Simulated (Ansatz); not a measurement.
# BGePH (sextet): from Hartree-Fock to the top rungs, cc-pVDZ

The task here is to estimate one member of a computed series from the others.

Computed with Ansatz 0.2.0, Gaussian basis. Level: cc-pVDZ, core rule «outside noble gas», up to 20 orbitals frozen.

To be run: UHF; CCSD(T) on ROHF; CCSD(T) on UHF; BCCD(T) on ROHF; CISD; CCSDT(Q) on ROHF; CCSDT(Q) on UHF; CASSCF and NEVPT2, 13 electrons in 11 orbitals.

25 further runs of the same task are left out: 16 that didn't finish, 9 set aside as unsound or not needed.

### The system

The geometry is a PBE0/def2-TZVP stationary point (not a proven minimum) of the parent state, kept for this charge and spin. No spin-orbit coupling is included. The filled d shell of Ge may be among the frozen orbitals whatever the setting's name suggests; the logs give the count.

4 atoms, charge 0, spin multiplicity 6.

Atoms are counted from 1 here; the program's logs count them from 0.

Bond lengths: Ge1–B2 1.958 Å, B2–P3 1.912 Å, P3–H4 1.427 Å. Angles: Ge1–B2–P3 175.8°, B2–P3–H4 93.8°.

Set-up of the first run:

Contents of in.yaml:

```yaml
crystal:
  periodic: [false, false, false]
  atoms:
    - {symbol: Ge, position_ang: [0.000003, -0.311368, 2.468469]}
    - {symbol: B, position_ang: [-0.000013, -0.288606, 0.510326]}
    - {symbol: P, position_ang: [0.000004, -0.407523, -1.397882]}
    - {symbol: H, position_ang: [0.000006, 1.007498, -1.580913]}
basis:
  gaussian: {orbitals: cc-pVDZ}
magnetization: {spin_polarized: true, initial_magnetization: 5}
hamiltonian: {xc: hf}
output: {orbitals: {seedname: orbitals}}
```

Command:

```console
$ ansatz run in.yaml --threads 1 --pin off --events-out ev --progress --plain --max-ram 2393MiB
```

Steps of the session up to this table: UHF; CCSD(T) on ROHF; CCSD(T) on UHF; BCCD(T) on ROHF; CISD; CCSDT(Q) on ROHF; CCSDT(Q) on UHF; CASSCF and NEVPT2, 13 electrons in 11 orbitals.

One of the session's tables, all rows but one given; the rest of the session is left out.

It belongs to the step «Misses and costs». 

| method | from UCCSDT(Q) (kJ/mol) |
| --- | --- |
| ROHF | +672.5 |
| UHF | +650.4 |
| RMP2 | +142.0 |
| UMP2 | +144.7 |
| CISD | +88.9 |
| RCCSD | +32.7 |
| UCCSD | +30.5 |
| RCCSD(T) | +8.5 |
| UCCSD(T) | ? |
| BCCD(T) | +8.2 |
| RCCSDT | +3.4 |
| UCCSDT | +1.8 |
| RCCSDT(Q) | +1.7 |
| UCCSDT(Q) | 0 |
| CASSCF frontier | +573.9 |
| NEVPT2 frontier | +151.2 |

Q: Estimate the row for UCCSD(T) from the others.

The run gave: from UCCSDT(Q) (kJ/mol): +7.0. In the column «from UCCSDT(Q) (kJ/mol)» it lies between RCCSDT (+3.4) and BCCD(T) (+8.2).

Caveats from the session: Restricted and unrestricted rows rest on different reference determinants; where their highest levels disagree by more than a few hundredths of an eV, they describe different states and don't form one ladder.
